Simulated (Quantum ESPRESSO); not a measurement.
# MgS: single point with PBE

Crystal: MgS.

```
Mg S
1.0
     0.00000    2.60165    2.60165
     2.60165    0.00000    2.60165
     2.60165    2.60165    0.00000
Mg S
1 1
Cartesian
  2.6014 2.6032 5.1885
  2.6019 2.6001 2.6165
```

```json
{
  "Program": "Quantum ESPRESSO 7.5",
  "Task": "single point",
  "Functional": "PBE",
  "Potentials or basis": "SSSP 1.3 efficiency PBE",
  "Cutoff": "748 eV",
  "Density cutoff": "5987 eV",
  "k mesh": "9 × 9 × 9",
  "Occupations": "fermi-dirac, width 0.05 eV",
  "Spin": "no spin polarisation"
}
```

| Quantity | Value |
| --- | --- |
| Pressure | 0.9 GPa |
| Largest force | 0.082 eV/Å |
| Band gap on the k mesh | 2.90 eV, indirect (least direct gap 3.71 eV) |

Forces on the atoms (eV/Å):
```
Mg   0.001 -0.009  0.082
S   -0.001  0.009 -0.082
```

Stress tensor (GPa, compression positive):
```
0.83 0.00 0.00
0.00 0.83 0.00
0.00 0.00 0.94
```

Levels at points of the mesh, in eV from the valence-band top:
| k point | band 1 | band 2 | band 3 | band 4 | band 5 | band 6 | band 7 | band 8 | band 9 |
| --- | --- | --- | --- | --- | --- | --- | --- | --- | --- |
| (0.00, 0.00, 0.00) | -12.67 | 0.00 | 0.00 | 0.00 | 3.71 | 7.93 | 7.93 | 7.93 | 10.28 |

It took 66 s on 1 thread of Intel(R) Xeon(R) Platinum 8488C (Sapphire Rapids) (shared host), peak memory 0.26 GiB.

Caveat: an odd mesh through Γ misses points on the zone boundary, where band edges often lie.
